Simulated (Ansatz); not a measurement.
**SnTe2: how the settings move a single-point run**

How sensitive is a single-point run of SnTe2 to its settings? A reference run comes first, then one run with altered input. The cell is built on a prototype (CdCl2 type) and needn't be the phase found in nature.

Program: Ansatz 0.2.0. Level of theory: reference: DFT, HSE06, plane waves, PAW. These are calculated values, not measurements.

4 further runs of the same task are left out: 2 for a known fault of the program, 2 that didn't finish.

**1. The structure to begin with**

It takes space group R-3m (No. 166, trigonal). The conventional cell has a = 4.177 Å, b = 4.177 Å, c = 18.873 Å, α = 90.00°, β = 90.00°, γ = 120.00°. Sn (site symmetry -3m) is surrounded by 6 Te at 2.97 Å. Te (site symmetry 3m) has 3 Sn at 2.97 Å as nearest neighbours.

Coordinates:

```xyz
3
Lattice="2.0883 1.2057 6.2910 -2.0883 1.2057 6.2910 0.0000 -2.4114 6.2910" Properties=species:S:1:pos:R:3 pbc="T T T"
Sn    0.0000    0.0000    0.0000
Te    0.0000    0.0000    4.5553
Te    0.0000    0.0000   14.3176
```

**2. Reference**

input.yaml reads:

```yaml
crystal:
  lattice:
    - [2.0883103927, 1.2056865674, 6.2909642825]
    - [-2.0883103927, 1.2056865674, 6.2909642825]
    - [0.0, -2.4113731348, 6.2909642825]
  atoms:
    - { symbol: Sn, position: [0.0, 0.0, 0.0] }
    - { symbol: Te, position: [0.241366439, 0.241366439, 0.241366439] }
    - { symbol: Te, position: [0.758633561, 0.758633561, 0.758633561] }
kpoints:
  mp_grid: { grid: [4, 4, 4] }
hamiltonian:
  xc: hse06
scf:
  occupations: { method: fermi_dirac, width: 0.02 }
  n_extra_bands: 4
output:
  forces: true
  stress: true
  eigenvalues: true
```

Launch:

```
$ ansatz run input.yaml --threads 4 --pin off --max-ram 3686MiB --backend cpu --events-out ev --progress --plain --runs-dir out
```

**3. Changed: ecutwfc 500**

input.yaml, as its differences from that of step 2:

```diff
@@ -20 +20,3 @@
   eigenvalues: true
+basis:
+  ecutwfc: 500
```

Before running it: what results should come out? Wanted: for each run, ending; energy change; pressure; gap; force.

As calculated:

```
           run     ending  energy change  pressure (GPa)  gap (eV)  force (eV/Å)  cycles  time
     reference  converged              0             0.0      0.00          0.18      20  22 s
1: ecutwfc 500  converged  -1.3 meV/atom             0.0      0.00          0.18      20  30 s
```

Residual by cycle in the longest SCF loop of each run; runs are numbered as in the table. The quantity is the density residual dr2, in eV.

```
cycle  reference    run 1
    1    0.00585  0.00581
    2     6.4e-4   6.3e-4
    3     2.1e-4   2.0e-4
    4     3.2e-5   3.2e-5
    5     6.1e-6   6.1e-6
    6     8.3e-7   9.5e-7
    7     6.4e-8   7.1e-8
    8     4.0e-9   3.5e-9
    9    5.8e-10  3.7e-10
```

**Reading.** Changing the cutoff moves the energy by -1.3 meV/atom.
